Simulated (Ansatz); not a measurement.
# GaGeH₂ (doublet): the correlation ladder at a displaced geometry (v2), cc-pVDZ

An exercise on one series of results from a longer session: the logs are not shown, and one member is left open.

The runs use Ansatz 0.2.0, Gaussian basis; cc-pVDZ, core rule «outside noble gas», up to 28 orbitals frozen.

The runs, in order: UHF; CCSD(T) on ROHF; CCSD(T) on UHF; BCCD(T) on ROHF; CISD; CCSDT(Q) on ROHF; CCSDT(Q) on UHF; CASSCF and MRCISD+Q, 9 electrons in 10 orbitals; CASSCF and NEVPT2, 9 electrons in 10 orbitals.

17 further runs of the same task are left out: 1 for a known fault of the program, 1 for a mislabelled method, 4 that didn't finish, 11 set aside as unsound or not needed.

**What is computed**

The geometry is a PBE0/def2-TZVP stationary point (not a proven minimum) with its atoms shifted at random (size 0.100 Å). No spin-orbit coupling is included. The filled d shell of Ge, Ga may be among the frozen orbitals whatever the setting's name suggests; the logs give the count.

4 atoms, charge 0, spin multiplicity 2.

Atoms are counted from 1 here; the program's logs count them from 0.

Bond lengths: Ge1–Ga2 2.334 Å, Ge1–H3 1.672 Å, Ga2–H4 1.558 Å. Angles: Ga2–Ge1–H3 57.9°, Ge1–Ga2–H4 163.5°.

The first run:

Contents of in.yaml:

```yaml
crystal:
  periodic: [false, false, false]
  atoms:
    - {symbol: Ge, position_ang: [0.080273, -0.006976, 1.157143]}
    - {symbol: Ga, position_ang: [-0.084602, -0.017799, -1.170653]}
    - {symbol: H, position_ang: [-0.007981, 1.405173, 0.267098]}
    - {symbol: H, position_ang: [0.075127, 0.328835, -2.681365]}
basis:
  gaussian: {orbitals: cc-pVDZ}
magnetization: {spin_polarized: true, initial_magnetization: 1}
hamiltonian: {xc: hf}
output: {orbitals: {seedname: orbitals}}
```

On the command line:

```
ansatz run in.yaml --threads 1 --pin off --events-out ev --progress --plain --max-ram 2393MiB
```

Among the steps run: UHF; CCSD(T) on ROHF; CCSD(T) on UHF; BCCD(T) on ROHF; CISD; CCSDT(Q) on ROHF; CCSDT(Q) on UHF; CASSCF and MRCISD+Q, 9 electrons in 10 orbitals; CASSCF and NEVPT2, 9 electrons in 10 orbitals.

One of the session's tables, all rows but one given; the rest of the session is left out.

```
          method  from UCCSDT(Q) (kcal/mol)
            ROHF                    +110.69
             UHF                    +109.10
            RMP2                     +24.50
            UMP2                     +24.82
           RCCSD                      +5.15
           UCCSD                      +5.05
        RCCSD(T)                      +1.12
        UCCSD(T)                      +1.08
         BCCD(T)                      +1.12
          RCCSDT                      +0.30
          UCCSDT                      +0.25
       RCCSDT(Q)                      +0.06
       UCCSDT(Q)                          0
  CASSCF valence                          ?
  NEVPT2 valence                     +15.56
  MRCISD valence                      +3.49
MRCISD+Q valence                      -0.06
```

Q: Estimate the row for CASSCF valence from the others.

As computed: from UCCSDT(Q) (kcal/mol): +60.95. In the column «from UCCSDT(Q) (kcal/mol)» it lies between UMP2 (+24.82) and UHF (+109.10).

Among the levels timed on like hardware and quicker than the yardstick, those that no quicker one beats, quickest first: RCCSD(T) (4.6 s, +1.12 kcal/mol); UCCSD(T) (6 s, +1.08 kcal/mol); MRCISD+Q valence (16 s, -0.06 kcal/mol); RCCSDT(Q) (18 s, +0.06 kcal/mol).

Not comparable, so not listed: CISD (they don't share determinant, frozen orbitals or solution with the rows shown, or repeat one).

Limits of these values: Of the multireference levels listed MRCISD+Q valence comes nearest in total energy (-0.06 kcal/mol), which doesn't show that its space is the better one. Restricted and unrestricted rows rest on different reference determinants; where their highest levels disagree by more than a few hundredths of an eV, they describe different states and don't form one ladder.
